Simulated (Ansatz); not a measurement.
## Molecular dynamics of KPO$_{2}$F$_{2}$

input.yaml

```yaml
crystal:
  lattice:
    - [8.039, 0.0, 0.0]
    - [0.0, 6.205, 0.0]
    - [0.0, 0.0, 7.635]
  atoms:
    - { symbol: K, position: [0.10727364, 0.19574281, 0.15085132] }
    - { symbol: K, position: [0.34169589, 0.69806835, 0.5907989] }
    - { symbol: K, position: [0.61773413, 0.26093493, 0.29164765] }
    - { symbol: K, position: [0.88715308, 0.75442659, 0.79606262] }
    - { symbol: P, position: [0.11403178, 0.21948124, 0.65864535] }
    - { symbol: P, position: [0.39120718, 0.70698433, 0.13119366] }
    - { symbol: P, position: [0.54783769, 0.21115393, 0.78636266] }
    - { symbol: P, position: [0.90722782, 0.70512041, 0.27759311] }
    - { symbol: O, position: [0.13452225, -0.01562778, 0.71306564] }
    - { symbol: O, position: [0.37712041, 0.89888384, 0.25359821] }
    - { symbol: O, position: [0.53679565, 0.38680541, 0.65254721] }
    - { symbol: O, position: [0.88736597, 0.46779685, 0.20770687] }
    - { symbol: O, position: [0.89439025, 0.88845428, 0.15795065] }
    - { symbol: O, position: [0.60196972, -0.02004393, 0.78243295] }
    - { symbol: O, position: [0.35890581, 0.48772319, 0.20110494] }
    - { symbol: O, position: [0.04731022, 0.3928613, 0.76538162] }
    - { symbol: F, position: [0.97593673, 0.16612477, 0.51600658] }
    - { symbol: F, position: [0.55414407, 0.71280775, 0.03916568] }
    - { symbol: F, position: [0.37928705, 0.22536258, 0.89988044] }
    - { symbol: F, position: [0.06171647, 0.6700408, 0.38829378] }
    - { symbol: F, position: [0.24911875, 0.28990699, 0.5077457] }
    - { symbol: F, position: [0.28285662, 0.74472462, -0.02512834] }
    - { symbol: F, position: [0.66928097, 0.3240301, 0.9210795] }
    - { symbol: F, position: [0.76266392, 0.72182079, 0.41365917] }
basis:
  ecutwfc: 420.0
kpoints:
  mp_grid: { grid: [2, 2, 2] }
hamiltonian:
  xc: pbesol
scf:
  occupations: { method: fermi_dirac, width: 0.05 }
  lower_state_search: "off"
  max_iter: 61
md:
  timestep: 1
  n_steps: 200
  ensemble: nvt_langevin
  temperature: 1170.0
  initial_velocities: maxwell_boltzmann
  seed: 170953
  friction: 0.5
```

Command:

```bash
$ ansatz run input.yaml --threads 2 --pin off --max-ram 5120MiB --backend cpu --events-out ev --progress --plain --runs-dir out
```

It goes on from the last frame of an earlier run, with new velocities.

Output, in part (step lines):

```
md step     0: t =     0.00 fs  T =  1121.2 K  F+E_penalty+E_count = -19930.24286436 eV  E_kin = 3.478387 eV  (10 SCF iters)
md step     1: t =     1.00 fs  T =  1336.1 K  F+E_penalty+E_count = -19930.28738645 eV  E_kin = 4.144790 eV  (9 SCF iters)
md step     2: t =     2.00 fs  T =  1298.3 K  F+E_penalty+E_count = -19930.24294271 eV  E_kin = 4.027714 eV  (9 SCF iters)
md step     3: t =     3.00 fs  T =  1225.7 K  F+E_penalty+E_count = -19930.07669480 eV  E_kin = 3.802414 eV  (9 SCF iters)
md step     4: t =     4.00 fs  T =  1089.1 K  F+E_penalty+E_count = -19929.86783018 eV  E_kin = 3.378761 eV  (9 SCF iters)
md step     5: t =     5.00 fs  T =   842.9 K  F+E_penalty+E_count = -19929.73087795 eV  E_kin = 2.614956 eV  (9 SCF iters)
md step     6: t =     6.00 fs  T =  1049.3 K  F+E_penalty+E_count = -19929.63759275 eV  E_kin = 3.255214 eV  (8 SCF iters)
md step     7: t =     7.00 fs  T =  1063.2 K  F+E_penalty+E_count = -19929.54304687 eV  E_kin = 3.298382 eV  (8 SCF iters)
[... lines left out ...]
md step   200: t =   200.00 fs  T =   998.6 K  F+E_penalty+E_count = -19929.75263160 eV  E_kin = 3.097745 eV  (9 SCF iters)
```

The steps, from the saved trajectory:

```csv
time (fs),T (K),potential energy less start (eV)
0.0,1121,0.000
6.0,1049,0.605
12.0,775,0.742
18.0,1184,-0.106
24.0,1033,0.133
30.0,920,-0.037
36.0,1328,-0.341
42.0,919,-0.170
48.0,1072,-0.382
54.0,1140,-0.490
60.0,1245,-0.126
66.0,1115,-0.003
72.0,1288,0.448
78.0,1116,0.762
84.0,1063,0.527
90.0,1313,0.032
96.0,907,0.062
102.0,1031,-0.088
108.0,1345,-0.368
114.0,1189,-0.087
120.0,1265,-0.555
126.0,1173,-0.118
132.0,1134,0.034
138.0,936,0.016
144.0,1076,0.215
150.0,1294,0.553
156.0,955,1.056
162.0,1263,0.778
168.0,1378,0.570
174.0,756,0.917
180.0,1018,1.094
186.0,1137,1.517
192.0,969,0.983
198.0,1328,0.494
```

The run went to its last step. A run of 0.2 ps of so small a system gives no equilibrium averages. The friction is so strong that the motion is overdamped, so the time scale means little.

Mean squared displacements from the first frame to the last, about the centre of mass: K 0.07 Å², P 0.02 Å², O 0.09 Å², F 0.06 Å².

Last frame:

```xyz
24
Lattice="8.0390 0.0000 0.0000 0.0000 6.2050 0.0000 0.0000 0.0000 7.6350" Properties=species:S:1:pos:R:3
K 0.847 1.250 0.884
K 2.749 4.301 4.826
K 4.767 1.413 2.371
K 7.074 4.677 6.088
P 0.824 1.281 4.940
P 3.114 4.416 1.184
P 4.299 1.299 6.003
P 7.257 4.328 2.061
O 1.315 0.119 5.683
O 3.030 5.565 2.172
O 4.175 2.016 4.704
O 7.351 3.075 1.411
O 7.454 5.587 1.291
O 4.908 -0.090 6.061
O 3.037 2.985 1.577
O 0.422 2.406 5.783
F 7.637 0.778 4.194
F 4.496 4.579 0.502
F 3.142 1.669 6.988
F 0.565 4.327 3.055
F 1.865 1.771 3.936
F 2.191 4.605 -0.138
F 5.419 2.009 7.147
F 6.298 4.706 3.354
```

Time of the run: 26 min on 2 threads of Arm Neoverse V2, on a shared host, peak memory 1 GiB.
